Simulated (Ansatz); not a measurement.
**CH8O3Si2: a ladder of functionals and wavefunction methods**

The task here is to estimate one member of a computed series from the others.

Method: functionals in def2-TZVPP, the program's frozen cores in correlated methods; program: Ansatz 0.2.0, Gaussian basis.

Levels to be run: PBE-D4, r2SCAN-D4, PBE0-D4, B3LYP-D4, ωB97X-V, ωB97M-V, B2PLYP; CCSD(T)/def2-TZVPP; MP2/def2-QZVPP; extrapolation to the limit.

### Structure used throughout

All runs share one geometry, relaxed beforehand with PBE0-D4 in a triple-zeta def2 set.

SMILES `CO[SiH](O)[SiH2]O`, 14 atoms, charge 0, spin multiplicity 1.

Atoms are counted from 1 here; the program's logs count them from 0.

Bond lengths: C1–O2 1.411 Å, C1–H7 1.094 Å, C1–H8 1.091 Å, C1–H9 1.096 Å, O2–Si3 1.642 Å, Si3–O4 1.640 Å, Si3–Si5 2.345 Å, Si3–H10 1.497 Å, O4–H11 0.959 Å, Si5–O6 1.661 Å, Si5–H12 1.494 Å, Si5–H13 1.492 Å, O6–H14 0.958 Å. Angles: O2–C1–H7 111.2°, O2–C1–H8 108.1°, O2–C1–H9 111.5°, H7–C1–H8 108.8°, H7–C1–H9 108.5°, H8–C1–H9 108.6°, C1–O2–Si3 123.3°, O2–Si3–O4 108.8°, O2–Si3–Si5 111.7°, O2–Si3–H10 107.0°, O4–Si3–Si5 105.7°, O4–Si3–H10 111.5°, Si5–Si3–H10 112.1°, Si3–O4–H11 117.8°, Si3–Si5–O6 104.3°, Si3–Si5–H12 112.3°, Si3–Si5–H13 111.8°, O6–Si5–H12 110.8° and more.

Set-up of the first run:

Contents of in.yaml:

```yaml
crystal:
  periodic: [false, false, false]
  atoms:
    - {symbol: C, position_ang: [0.858235, 1.984483, 0.331281]}
    - {symbol: O, position_ang: [-0.253529, 1.448877, -0.352383]}
    - {symbol: Si, position_ang: [-1.044045, 0.094055, 0.134795]}
    - {symbol: O, position_ang: [-2.473757, 0.002146, -0.662362]}
    - {symbol: Si, position_ang: [0.130994, -1.851630, -0.442431]}
    - {symbol: O, position_ang: [1.664822, -1.592648, 0.139226]}
    - {symbol: H, position_ang: [1.739636, 1.346008, 0.216507]}
    - {symbol: H, position_ang: [1.076699, 2.966326, -0.091785]}
    - {symbol: H, position_ang: [0.651728, 2.103884, 1.401503]}
    - {symbol: H, position_ang: [-1.247683, 0.212652, 1.612908]}
    - {symbol: H, position_ang: [-3.095698, 0.723340, -0.550676]}
    - {symbol: H, position_ang: [-0.466839, -3.076693, 0.167824]}
    - {symbol: H, position_ang: [0.149791, -2.070667, -1.918433]}
    - {symbol: H, position_ang: [2.309634, -2.290145, 0.014016]}
basis:
  gaussian: {orbitals: def2-TZVPP}
hamiltonian: {xc: pbe, dispersion: d4}
output: {forces: true, orbitals: {seedname: orbitals}}
```

Command:

```console
ansatz run in.yaml --threads 2 --pin off --events-out ev --progress --plain --max-ram 22528MiB --backend cuda --devices 0, --max-vram 18GiB
```

Steps of the session up to this table: PBE-D4 (GGA); r2SCAN-D4 (meta-GGA); PBE0-D4 (hybrid); B3LYP-D4 (hybrid); ωB97X-V (range-separated); ωB97M-V (range-separated); B2PLYP (double hybrid); CCSD(T) in def2-TZVPP; MP2 in def2-QZVPP.

One table of the session follows, with a row left open; its other results are not shown here.

| method | atomisation energy (kJ/mol) |
| --- | --- |
| PBE-D4 | 5188.7 |
| r2SCAN-D4 | 5148.9 |
| PBE0-D4 | 5096.0 |
| B3LYP-D4 | 5133.5 |
| ωB97X-V | 5169.0 |
| ωB97M-V | 5157.7 |
| B2PLYP | 5085.4 |
| HF/def2-TZVPP | 3716.6 |
| MP2/def2-TZVPP | 5106.6 |
| CCSD/def2-TZVPP | 4950.2 |
| CCSD(T)/def2-TZVPP | 5019.4 |
| MP2/CBS | 5259.1 |
| CCSD(T)/CBS | ? |

Estimate the missing values for CCSD(T)/CBS.

The run gave: atomisation energy (kJ/mol): 5172.0. In the column «atomisation energy (kJ/mol)» it lies between ωB97X-V (5169.0) and PBE-D4 (5188.7).
